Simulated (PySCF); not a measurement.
# C10H12BNO3: NMR shifts at several levels of theory

How much do the NMR shifts of C10H12BNO3 (`c1ccc2c(c1)OB(N1CCOCC1)O2`) depend on the level of theory, and what does each level cost?

The runs use PySCF 2.14.0, with density-fitted response routines of our own; the level of theory stands in each step. All values are computed, except where a source is named. Atoms count from 0, in the outputs and in this text.

### 1 The starting structure

27 atoms, charge 0, multiplicity 1; geometry from: GFN2-xTB.

Bonds of the start (Å): C0–C1 1.39, C1–C2 1.39, C2–C3 1.38, C3–C4 1.40, C4–C5 1.38, C4–O6 1.36, O6–B7 1.40, B7–N8 1.39, N8–C9 1.45, C9–C10 1.53, C10–O11 1.42, O11–C12 1.40, C12–C13 1.53, B7–O14 1.40, C5–C0 1.39, C13–N8 1.45, O14–C3 1.36, C0–H15 1.08, C1–H16 1.08, C2–H17 1.08, C5–H18 1.08, C9–H19 1.10, C9–H20 1.09, C10–H21 1.09, C10–H22 1.10, C12–H23 1.10, C12–H24 1.09, C13–H25 1.09, C13–H26 1.10.

### 2 Relaxing the molecule at PBE0-D3(BJ)/def2-SVP

Job settings and geometry (Å):

```
{"job": {"xc": "PBE0", "basis": "def2-SVP", "d3": "d3bj", "grid": 1, "kind": "geom"}, "charge": 0, "multiplicity": 1}
C      4.081950     0.663800    -1.069150
C      4.199410    -0.596540    -0.505090
C      3.112000    -1.235530     0.077950
C      1.910460    -0.560650     0.070990
C      1.791670     0.713930    -0.499440
C      2.871420     1.345900    -1.077350
O      0.508940     1.150460    -0.369160
B     -0.157890     0.116220     0.300510
N     -1.499320     0.159220     0.670270
C     -2.197220    -0.933910     1.316170
C     -3.344110    -1.406430     0.415360
O     -4.221650    -0.335160     0.102570
C     -3.541550     0.712150    -0.532800
C     -2.400450     1.246740     0.340240
O      0.704480    -0.947580     0.569800
H      4.949320     1.129460    -1.512050
H      5.156670    -1.095400    -0.516330
H      3.198510    -2.214990     0.519560
H      2.775210     2.327030    -1.513190
H     -2.612040    -0.581700     2.269430
H     -1.494820    -1.744800     1.501610
H     -3.949620    -2.161820     0.918700
H     -2.926550    -1.828220    -0.511920
H     -3.131040     0.365980    -1.493920
H     -4.289560     1.485690    -0.713720
H     -1.845950     2.022870    -0.184590
H     -2.820780     1.658090     1.267030
```

Standard output:

```text
step   0  E = -692.42443918  max force = 0.014198
step   1  E = -692.42642673  max force = 0.004472
step   2  E = -692.42656314  max force = 0.001462
step   3  E = -692.42661329  max force = 0.000959
step   4  E = -692.42663689  max force = 0.000903
step   5  E = -692.42665181  max force = 0.000454
step   6  E = -692.42665761  max force = 0.000778
step   7  E = -692.42666959  max force = 0.000416
optimisation converged
```

It took 2.2 min on 8 threads of AMD EPYC 9R45 (Zen 5), shared host.

The steps of the relaxation:

```tsv
step	energy from step 0 (eV)	largest force component (eV/Å)
0	0.0000	0.7301
1	-0.0541	0.2300
2	-0.0578	0.0752
3	-0.0592	0.0493
4	-0.0598	0.0464
5	-0.0602	0.0233
6	-0.0604	0.0400
7	-0.0607	0.0214
```

Distances of close pairs at the start and the end, largest changes first:

```tsv
bond	before (Å)	after (Å)	change (Å)
C10–O11	1.420	1.404	-0.015
C5–H18	1.078	1.091	+0.013
C2–H17	1.078	1.091	+0.013
C0–C5	1.390	1.403	+0.013
C1–C2	1.389	1.402	+0.013
C1–H16	1.080	1.092	+0.013
C0–H15	1.080	1.092	+0.013
C9–C10	1.533	1.521	-0.012
```

The end geometry stands in the next job.

```tsv
at the end point	value
point group (found at 0.08 Å tolerance)	Cs
rotational constants (GHz, main isotopes)	1.955, 0.305, 0.274
dipole moment (D)	0.15
```

### 3 Nuclear shieldings: PBE0/pcSseg-1

Job settings and geometry (Å):

```
{"job": {"kind": "nmr", "xc": "PBE0", "basis": "pcSseg-1", "pop": false}, "charge": 0, "multiplicity": 1}
C      4.091925     0.664261    -1.053493
C      4.207551    -0.608865    -0.493282
C      3.107166    -1.248820     0.094998
C      1.908861    -0.559217     0.091927
C      1.793582     0.718283    -0.468207
C      2.872287     1.356755    -1.050800
O      0.510913     1.158603    -0.331012
B     -0.160428     0.123896     0.324446
N     -1.512327     0.155105     0.666411
C     -2.199498    -0.960152     1.283387
C     -3.362752    -1.394618     0.405623
O     -4.215966    -0.315688     0.122580
C     -3.544988     0.730372    -0.530814
C     -2.389613     1.250871     0.309797
O      0.699765    -0.944702     0.588886
H      4.969031     1.133935    -1.504252
H      5.173196    -1.119086    -0.511893
H      3.183054    -2.243597     0.537020
H      2.769430     2.352499    -1.485126
H     -2.589607    -0.658843     2.274050
H     -1.493987    -1.789582     1.433556
H     -3.969412    -2.160733     0.911111
H     -2.965620    -1.828947    -0.535458
H     -3.154796     0.385297    -1.510958
H     -4.285062     1.523910    -0.713028
H     -1.820319     2.013552    -0.240164
H     -2.794895     1.720319     1.226175
```

Method: GIAO PBE0/pcSseg-1 NMR shielding, non-relativistic, gas phase.

Standard output:

```text
coarse grid: 23712 points
cycle   1  E = -692.5585156867  dE =  2.980e+00  |g| = 8.790e-01  |ddm| = 5.022e+00
cycle   2  E = -692.4305526164  dE =  1.280e-01  |g| = 1.238e+00  |ddm| = 1.631e+00
cycle   3  E = -692.6996127733  dE = -2.691e-01  |g| = 1.217e-01  |ddm| = 1.034e+00
cycle   4  E = -692.7023936563  dE = -2.781e-03  |g| = 4.469e-02  |ddm| = 1.336e-01
cycle   5  E = -692.7028309242  dE = -4.373e-04  |g| = 1.285e-02  |ddm| = 4.741e-02
cycle   6  E = -692.7028611463  dE = -3.022e-05  |g| = 4.714e-03  |ddm| = 1.306e-02
cycle   7  E = -692.7028661713  dE = -5.025e-06  |g| = 7.381e-04  |ddm| = 4.224e-03
final grid: 232368 points
cycle   8  E = -692.8186751338  dE = -4.722e-05  |g| = 1.575e-02  |ddm| = 4.832e-02
cycle   9  E = -692.8186107774  dE =  6.436e-05  |g| = 2.436e-02  |ddm| = 2.765e-02
cycle  10  E = -692.8187225618  dE = -1.118e-04  |g| = 1.841e-03  |ddm| = 1.746e-02
cycle  11  E = -692.8187233153  dE = -7.535e-07  |g| = 4.541e-04  |ddm| = 1.951e-03
cycle  12  E = -692.8187233555  dE = -4.018e-08  |g| = 1.815e-04  |ddm| = 5.125e-04
cycle  13  E = -692.8187233634  dE = -7.934e-09  |g| = 4.539e-05  |ddm| = 1.908e-04
cycle  14  E = -692.8187233639  dE = -4.597e-10  |g| = 1.385e-05  |ddm| = 5.487e-05
converged SCF energy = -692.8187233639

GIAO shielding tensors (ppm)
atom      isotropic    diamagn.    paramagn.     s11        s22        s33       span
  0 C       57.772     253.520    -195.747    -47.042     45.901    174.457    221.499
  1 C       57.747     253.632    -195.885    -47.205     45.996    174.450    221.655
  2 C       68.238     252.131    -183.893    -12.891     48.301    169.303    182.194
  3 C       29.767     255.730    -225.963    -46.386     27.561    108.126    154.512
  4 C       29.759     255.665    -225.906    -46.466     27.613    108.130    154.595
  5 C       68.251     252.134    -183.883    -12.910     48.349    169.315    182.225
  6 O      162.367     400.048    -237.682     72.991    131.727    282.381    209.390
  7 B       77.492     204.840    -127.348     56.527     76.882     99.067     42.539
  8 N      190.100     330.593    -140.493    127.300    216.388    226.611     99.311
  9 C      138.535     244.684    -106.149    124.895    139.403    151.306     26.411
 10 C      115.056     249.805    -134.749     95.372    105.473    144.324     48.952
 11 O      291.198     391.080     -99.882    233.356    301.044    339.194    105.838
 12 C      115.049     249.864    -134.816     95.388    105.481    144.278     48.890
 13 C      138.476     244.747    -106.272    124.863    139.324    151.241     26.378
 14 O      162.450     400.029    -237.578     72.900    131.934    282.517    209.618
 15 H       24.180      26.756      -2.576     20.396     25.634     26.510      6.114
 16 H       24.171      26.782      -2.612     20.402     25.611     26.499      6.097
 17 H       24.109      31.086      -6.976     19.929     24.741     27.659      7.730
 18 H       24.110      31.085      -6.975     19.929     24.733     27.667      7.739
 19 H       28.294      29.711      -1.417     23.839     26.476     34.568     10.728
 20 H       27.932      32.595      -4.663     22.029     29.159     32.606     10.577
 21 H       27.615      27.304       0.310     22.959     26.723     33.161     10.202
 22 H       27.971      31.051      -3.080     23.035     28.296     32.581      9.546
 23 H       27.971      31.077      -3.106     23.037     28.303     32.573      9.536
 24 H       27.612      27.336       0.277     22.956     26.723     33.158     10.202
 25 H       27.918      32.635      -4.717     21.990     29.178     32.586     10.596
 26 H       28.297      29.742      -1.445     23.851     26.477     34.564     10.713
```

Wall time 50 s (8 threads of AMD EPYC 9R45 (Zen 5), shared host).

Shifts follow as δ = σ(reference) − σ, with reference shieldings (ppm) from runs at the same level and on the same kind of geometry: ¹H TMS 31.27, ¹³C TMS 184.4, ¹⁵N NH3 265.7, ¹⁷O H2O 334.6, ¹¹B BF3·OEt2 100.7. The references are single molecules in the gas phase, so shifts against H2O, NH3, PH3, H3PO4 or CFCl3 are not on the usual liquid scales and can be off by tens of ppm. Atoms listed in one row are averaged.

```tsv
atoms	environment	σ (ppm)	δ (ppm)	δ scaled to CDCl3
C3, C4	aromatic carbon bearing oxygen	29.8	154.6	149.7
C0, C1	aromatic CH	57.8	126.6	122.5
C2, C5	aromatic CH	68.2	116.2	112.3
C10, C12	sp3 CH2 bonded to O	115.1	69.4	66.8
C9, C13	sp3 CH2 bonded to N	138.5	45.9	44.1
H17, H18	hydrogen on an aromatic CH	24.11	7.16	7.00
H15, H16	hydrogen on an aromatic CH	24.18	7.09	6.94
H21, H22, H23, H24	hydrogen on an sp3 CH2 bonded to O	27.79	3.47	3.51
H19, H20, H25, H26	hydrogen on an sp3 CH2 bonded to N	28.11	3.16	3.21
O6, O14	oxygen bonded to C, B, in a 5-membered ring	162.4	172.2	–
O11	ether oxygen	291.2	43.4	–
B7	boron bonded to N, 2 O, in a 5-membered ring	77.5	23.2	–
N8	nitrogen bonded to 2 C, B, in a 6-membered ring	190.1	75.6	–
```

The scaled column applies a straight-line fit of computed shieldings to shifts measured in CDCl3 (root-mean-square error 0.21 ppm for H, 2.0 ppm for C).

Ring of atoms C0, C1, C2, C3, C4, C5: NICS(0) -10.7, NICS(1) -11.4, NICS(1)zz -27.3 ppm (means of both faces).

Ring of atoms C3, C4, O6, B7, O14: NICS(0) -4.6, NICS(1) -3.8, NICS(1)zz -6.3 ppm (means of both faces).

Ring of atoms N8, C9, C10, O11, C12, C13: NICS(0) -1.7, NICS(1) -1.4, NICS(1)zz 3.4 ppm (means of both faces). The ring holds saturated atoms, so no π current runs round it: these values come from its σ bonds, any local π bonds and neighbouring rings, and say nothing of aromaticity.

### 4 Nuclear shieldings: PBE/pcSseg-1

Settings changed since step 3:

```diff
@@ -1,2 +1,2 @@
-{"job": {"kind": "nmr", "xc": "PBE0", "basis": "pcSseg-1", "pop": false}, "charge": 0, "multiplicity": 1}
+{"job": {"kind": "nmr", "xc": "PBE", "basis": "pcSseg-1", "pop": false}, "charge": 0, "multiplicity": 1}
 C      4.091925     0.664261    -1.053493
```

With the program's defaults for keys left out, this is: GIAO PBE/pcSseg-1 NMR shielding, non-relativistic, gas phase.

Standard output:

```text
coarse grid: 23712 points
cycle   1  E = -692.4023379516  dE =  2.419e+00  |g| = 1.057e+00  |ddm| = 5.126e+00
cycle   2  E = -691.9046187884  dE =  4.977e-01  |g| = 1.931e+00  |ddm| = 2.919e+00
cycle   3  E = -692.6057749139  dE = -7.012e-01  |g| = 2.818e-01  |ddm| = 2.196e+00
cycle   4  E = -692.6215975474  dE = -1.582e-02  |g| = 8.302e-02  |ddm| = 3.088e-01
cycle   5  E = -692.6229589696  dE = -1.361e-03  |g| = 3.278e-02  |ddm| = 9.484e-02
cycle   6  E = -692.6231547127  dE = -1.957e-04  |g| = 1.349e-02  |ddm| = 3.518e-02
cycle   7  E = -692.6231936241  dE = -3.891e-05  |g| = 2.929e-03  |ddm| = 1.266e-02
cycle   8  E = -692.6231952761  dE = -1.652e-06  |g| = 9.711e-04  |ddm| = 3.031e-03
final grid: 232368 points
cycle   9  E = -692.7804855160  dE = -2.003e-05  |g| = 2.670e-02  |ddm| = 6.736e-02
cycle  10  E = -692.7799980227  dE =  4.875e-04  |g| = 5.668e-02  |ddm| = 6.080e-02
cycle  11  E = -692.7806166671  dE = -6.186e-04  |g| = 6.096e-03  |ddm| = 4.450e-02
cycle  12  E = -692.7806257248  dE = -9.058e-06  |g| = 1.582e-03  |ddm| = 7.038e-03
cycle  13  E = -692.7806262768  dE = -5.520e-07  |g| = 4.957e-04  |ddm| = 1.815e-03
cycle  14  E = -692.7806263409  dE = -6.409e-08  |g| = 1.363e-04  |ddm| = 5.708e-04
cycle  15  E = -692.7806263449  dE = -3.990e-09  |g| = 4.316e-05  |ddm| = 1.569e-04
cycle  16  E = -692.7806263453  dE = -3.786e-10  |g| = 1.321e-05  |ddm| = 4.751e-05
converged SCF energy = -692.7806263453

GIAO shielding tensors (ppm)
atom      isotropic    diamagn.    paramagn.     s11        s22        s33       span
  0 C       56.130     252.285    -196.154    -44.792     45.093    168.090    212.882
  1 C       56.109     252.395    -196.285    -44.948     45.193    168.083    213.032
  2 C       67.039     252.104    -185.065    -10.445     48.490    163.073    173.517
  3 C       26.941     256.500    -229.558    -42.129     22.842    100.111    142.240
  4 C       26.937     256.440    -229.503    -42.202     22.895    100.117    142.320
  5 C       67.052     252.114    -185.062    -10.464     48.536    163.084    173.548
  6 O      145.655     400.145    -254.490     51.382    114.292    271.291    219.908
  7 B       73.536     205.770    -132.234     54.016     73.180     93.413     39.397
  8 N      178.386     330.147    -151.761    116.070    202.932    216.157    100.087
  9 C      132.255     245.994    -113.739    117.270    133.861    145.634     28.364
 10 C      107.846     250.288    -142.442     86.261     98.049    139.227     52.965
 11 O      272.632     390.630    -117.998    206.756    285.035    326.103    119.347
 12 C      107.836     250.344    -142.508     86.278     98.053    139.178     52.900
 13 C      132.197     246.055    -113.857    117.235    133.791    145.567     28.332
 14 O      145.740     400.124    -254.385     51.262    114.495    271.462    220.200
 15 H       24.256      26.826      -2.569     20.712     25.475     26.582      5.870
 16 H       24.248      26.853      -2.605     20.719     25.454     26.571      5.852
 17 H       24.236      31.417      -7.181     20.329     24.716     27.661      7.332
 18 H       24.236      31.417      -7.181     20.329     24.709     27.669      7.340
 19 H       28.166      29.501      -1.335     23.796     26.486     34.218     10.423
 20 H       27.776      33.077      -5.302     22.211     29.068     32.048      9.837
 21 H       27.421      26.895       0.526     23.022     26.693     32.548      9.526
 22 H       27.770      31.522      -3.752     22.725     28.323     32.262      9.537
 23 H       27.770      31.549      -3.778     22.727     28.330     32.254      9.527
 24 H       27.419      26.928       0.490     23.019     26.693     32.545      9.526
 25 H       27.761      33.120      -5.359     22.171     29.085     32.029      9.858
 26 H       28.170      29.532      -1.362     23.808     26.486     34.215     10.407
```

Wall time 32 s (8 threads of AMD EPYC 9R45 (Zen 5), shared host).

This run: δ C3 153.1, C0 123.9, C2 113.0, C10 72.2, H17 6.96, H15 6.94 ppm (means over like atoms).

### 5 Nuclear shieldings: wB97X-D/pcSseg-1

Settings changed since step 4:

```diff
@@ -1,2 +1,2 @@
-{"job": {"kind": "nmr", "xc": "PBE", "basis": "pcSseg-1", "pop": false}, "charge": 0, "multiplicity": 1}
+{"job": {"kind": "nmr", "xc": "wB97X-D", "basis": "pcSseg-1", "pop": false}, "charge": 0, "multiplicity": 1}
 C      4.091925     0.664261    -1.053493
```

With the program's defaults for keys left out, this is: GIAO wB97X-D/pcSseg-1 NMR shielding, non-relativistic, gas phase.

Standard output:

```text
coarse grid: 23712 points
cycle   1  E = -693.0733546014  dE =  3.668e+00  |g| = 9.741e-01  |ddm| = 4.971e+00
cycle   2  E = -693.0590143576  dE =  1.434e-02  |g| = 1.092e+00  |ddm| = 1.324e+00
cycle   3  E = -693.2541241282  dE = -1.951e-01  |g| = 8.038e-02  |ddm| = 7.127e-01
cycle   4  E = -693.2553735146  dE = -1.249e-03  |g| = 3.683e-02  |ddm| = 8.576e-02
cycle   5  E = -693.2556575026  dE = -2.840e-04  |g| = 1.150e-02  |ddm| = 3.781e-02
cycle   6  E = -693.2556847046  dE = -2.720e-05  |g| = 2.969e-03  |ddm| = 1.088e-02
cycle   7  E = -693.2556869346  dE = -2.230e-06  |g| = 7.642e-04  |ddm| = 3.131e-03
final grid: 232368 points
cycle   8  E = -693.3715264500  dE = -3.444e-04  |g| = 8.091e-03  |ddm| = 6.833e-02
cycle   9  E = -693.3715309054  dE = -4.455e-06  |g| = 7.736e-03  |ddm| = 1.290e-02
cycle  10  E = -693.3715414380  dE = -1.053e-05  |g| = 1.030e-03  |ddm| = 4.762e-03
cycle  11  E = -693.3715416589  dE = -2.209e-07  |g| = 5.112e-04  |ddm| = 1.671e-03
cycle  12  E = -693.3715417158  dE = -5.690e-08  |g| = 8.252e-05  |ddm| = 5.526e-04
cycle  13  E = -693.3715417179  dE = -2.144e-09  |g| = 3.877e-05  |ddm| = 1.647e-04
cycle  14  E = -693.3715417183  dE = -4.190e-10  |g| = 1.210e-05  |ddm| = 6.530e-05
converged SCF energy = -693.3715417183

GIAO shielding tensors (ppm)
atom      isotropic    diamagn.    paramagn.     s11        s22        s33       span
  0 C       56.564     254.070    -197.506    -50.448     45.091    175.048    225.496
  1 C       56.529     254.187    -197.657    -50.636     45.186    175.037    225.672
  2 C       66.901     252.670    -185.770    -16.256     47.196    169.763    186.019
  3 C       28.653     256.197    -227.544    -50.204     27.795    108.368    158.571
  4 C       28.644     256.121    -227.477    -50.296     27.855    108.373    158.669
  5 C       66.916     252.660    -185.744    -16.270     47.242    169.775    186.045
  6 O      172.087     401.390    -229.302     87.136    143.399    285.727    198.591
  7 B       77.658     205.470    -127.812     56.253     76.841     99.879     43.625
  8 N      195.159     331.118    -135.959    134.878    220.468    230.131     95.253
  9 C      138.948     244.869    -105.922    125.921    139.405    151.517     25.596
 10 C      115.439     249.568    -134.129     96.086    105.772    144.461     48.375
 11 O      297.398     392.088     -94.690    244.702    305.578    341.915     97.214
 12 C      115.433     249.637    -134.204     96.095    105.782    144.422     48.327
 13 C      138.888     244.928    -106.040    125.893    139.320    151.451     25.557
 14 O      172.156     401.378    -229.221     87.039    143.598    285.832    198.793
 15 H       24.269      26.526      -2.258     20.530     25.671     26.605      6.076
 16 H       24.259      26.553      -2.294     20.535     25.647     26.594      6.059
 17 H       24.177      31.112      -6.935     20.034     24.730     27.767      7.733
 18 H       24.177      31.107      -6.930     20.033     24.722     27.776      7.743
 19 H       28.460      29.947      -1.486     24.049     26.602     34.730     10.681
 20 H       28.089      32.926      -4.837     22.124     29.337     32.806     10.682
 21 H       27.766      27.290       0.476     23.067     26.884     33.345     10.278
 22 H       28.120      31.404      -3.284     23.220     28.413     32.727      9.507
 23 H       28.121      31.433      -3.312     23.223     28.420     32.721      9.498
 24 H       27.763      27.325       0.438     23.063     26.883     33.343     10.280
 25 H       28.075      32.971      -4.896     22.085     29.356     32.785     10.700
 26 H       28.463      29.978      -1.515     24.060     26.601     34.727     10.667
```

Run time: 62 s. Hardware: 8 threads of AMD EPYC 9R45 (Zen 5), shared host.

This run: δ C3 155.9, C0 128.0, C2 117.6, C10 69.1, H17 7.20, H15 7.12 ppm (means over like atoms).

(Part 1 of 2 ends here.)
